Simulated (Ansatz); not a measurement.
# C3H10Sn: up Jacob's ladder to CCSD(T)

How much do the methods differ for C3H10Sn? The plan is to run it at one geometry with functionals of several rungs and with coupled cluster. The yardstick is the atomisation energy at the CCSD(T) limit.

Program: Ansatz 0.2.0, Gaussian basis. Level of theory: functionals in def2-TZVPP, the program's frozen cores in correlated methods. These are calculated values, not measurements.

Plan: LDA (SPW92), PBE-D4, revPBE-D4, BLYP-D4, r2SCAN-D4, B97M-V, PBE0-D4, B3LYP-D4, r2SCANh-D4, r2SCAN0-D4, HSE06-D4, BHLYP-D4, CAM-B3LYP-D4, LC-ωPBE, ωB97X-V, ωB97M-V, B2PLYP, PBE-QIDH; CCSD(T)/def2-SVP; CCSD(T)/def2-TZVPP; MP2/def2-QZVPP; extrapolation to the limit; RPA on PBE.

1 further run of the same task is left out (for a known fault of the program).

### 1 The geometry

All runs share one geometry, relaxed beforehand with PBE0-D4 in a triple-zeta def2 set. Sn takes the def2 core potential; no spin-orbit term is included.

SMILES `C[CH](C)[SnH3]`, 14 atoms, charge 0, spin multiplicity 1.

Atoms are counted from 1 here; the program's logs count them from 0.

Bond lengths: C1–C2 1.521 Å, C1–H5 1.093 Å, C1–H6 1.097 Å, C1–H7 1.095 Å, C2–C3 1.521 Å, C2–Sn4 2.162 Å, C2–H8 1.095 Å, C3–H9 1.096 Å, C3–H10 1.095 Å, C3–H11 1.093 Å, Sn4–H12 1.713 Å, Sn4–H13 1.712 Å, Sn4–H14 1.712 Å. Angles: C2–C1–H5 112.3°, C2–C1–H6 110.7°, C2–C1–H7 111.5°, H5–C1–H6 107.5°, H5–C1–H7 107.6°, H6–C1–H7 107.0°, C1–C2–C3 111.8°, C1–C2–Sn4 110.8°, C1–C2–H8 109.0°, C3–C2–Sn4 110.8°, C3–C2–H8 109.0°, Sn4–C2–H8 105.2°, C2–C3–H9 110.7°, C2–C3–H10 111.5°, C2–C3–H11 112.3°, H9–C3–H10 107.0°, H9–C3–H11 107.5°, H10–C3–H11 107.6° and more.

### 2 LDA

This LDA is Slater exchange with PW92 correlation.

The input, in.yaml:

```yaml
crystal:
  periodic: [false, false, false]
  atoms:
    - {symbol: C, position_ang: [-0.758415, 0.868905, -1.059417]}
    - {symbol: C, position_ang: [0.352424, 0.335856, -0.167074]}
    - {symbol: C, position_ang: [0.284950, 0.924920, 1.233950]}
    - {symbol: Sn, position_ang: [0.307577, -1.824860, -0.093626]}
    - {symbol: H, position_ang: [-0.690977, 0.484548, -2.080279]}
    - {symbol: H, position_ang: [-0.718394, 1.963229, -1.115724]}
    - {symbol: H, position_ang: [-1.746498, 0.603984, -0.670211]}
    - {symbol: H, position_ang: [1.320161, 0.587355, -0.613485]}
    - {symbol: H, position_ang: [0.333709, 2.019693, 1.196490]}
    - {symbol: H, position_ang: [-0.652869, 0.662778, 1.733685]}
    - {symbol: H, position_ang: [1.105463, 0.580941, 1.868694]}
    - {symbol: H, position_ang: [-1.174116, -2.327489, 0.602653]}
    - {symbol: H, position_ang: [1.595790, -2.423586, 0.861023]}
    - {symbol: H, position_ang: [0.428293, -2.485275, -1.667980]}
basis:
  gaussian: {orbitals: def2-TZVPP}
hamiltonian: {xc: lda}
output: {orbitals: {seedname: orbitals}}
```

Launch:

```
$ ansatz run in.yaml --threads 4 --pin off --events-out ev --progress --plain --max-ram 10444MiB
```

The runs that follow: PBE-D4 (GGA); revPBE-D4 (GGA); BLYP-D4 (GGA); r2SCAN-D4 (meta-GGA); B97M-V (meta-GGA); PBE0-D4 (hybrid); B3LYP-D4 (hybrid); r2SCANh-D4 (hybrid); r2SCAN0-D4 (hybrid); HSE06-D4 (hybrid); BHLYP-D4 (hybrid); CAM-B3LYP-D4 (range-separated); LC-ωPBE (range-separated); ωB97X-V (range-separated); ωB97M-V (range-separated); B2PLYP (double hybrid); PBE-QIDH (double hybrid); CCSD(T) in def2-SVP; CCSD(T) in def2-TZVPP; MP2 in def2-QZVPP; RPA on PBE orbitals.

Before running them: what should the planned runs give, taken together? Wanted: atomisation energy, CCSD(T)/CBS; farthest beyond LDA; mean size of error, GGA; mean size of error, meta-GGA; mean size of error, hybrid; mean size of error, range-separated; mean size of error, double hybrid; gap, smallest and largest; T1 diagnostic.

The runs gave:

| quantity | value |
| --- | --- |
| atomisation energy, CCSD(T)/CBS | 4816.0 kJ/mol |
| functionals within 48.2 kJ/mol (1.0 %) | PBE-D4, r2SCAN-D4, B97M-V, PBE0-D4, B3LYP-D4, r2SCANh-D4, HSE06-D4, CAM-B3LYP-D4, LC-ωPBE, ωB97X-V, ωB97M-V, PBE-QIDH |
| farthest beyond LDA | BHLYP-D4 (-101.9 kJ/mol) |
| mean size of error, GGA | 50.3 kJ/mol |
| mean size of error, meta-GGA | 18.7 kJ/mol |
| mean size of error, hybrid | 39.4 kJ/mol |
| mean size of error, range-separated | 14.1 kJ/mol |
| mean size of error, double hybrid | 58.0 kJ/mol |
| gap, smallest and largest | 5.86 eV (LDA (SPW92)), 12.26 eV (LC-ωPBE) |
| T1 diagnostic | 0.0113 |
| triples share of the correlation energy | 3.3 % |

What this shows: The LDA atomisation energy is off by 588.1 kJ/mol (12 %): it overbinds. PBE-D4 is off by +18.8 kJ/mol. Double hybrids carry the basis error of their MP2 part in triple zeta, and no dispersion term here, so their miss is partly the set-up's. The rungs range-separated, meta-GGA, hybrid miss on average by less than the doubt on the reference (48.2 kJ/mol), so they tie. The reference freezes the cores and leaves out spin-orbit coupling and excitations past (T), and its outer-core shells are covered unevenly, so misses under about 48.2 kJ/mol can't be ranked. All levels share the lack of spin-orbit coupling, which lowers the free heavy atoms and so the true binding. Hartree-Fock recovers 75 % of the binding; the rest is correlation. CCSD(T) in def2-SVP is off by -220.9 kJ/mol, which most functionals beat. The gap grows from 5.9 to 12.3 eV across the functionals, mostly with the share of exact exchange. Correlated methods include outer-core shells of Sn, which these sets cover unevenly.
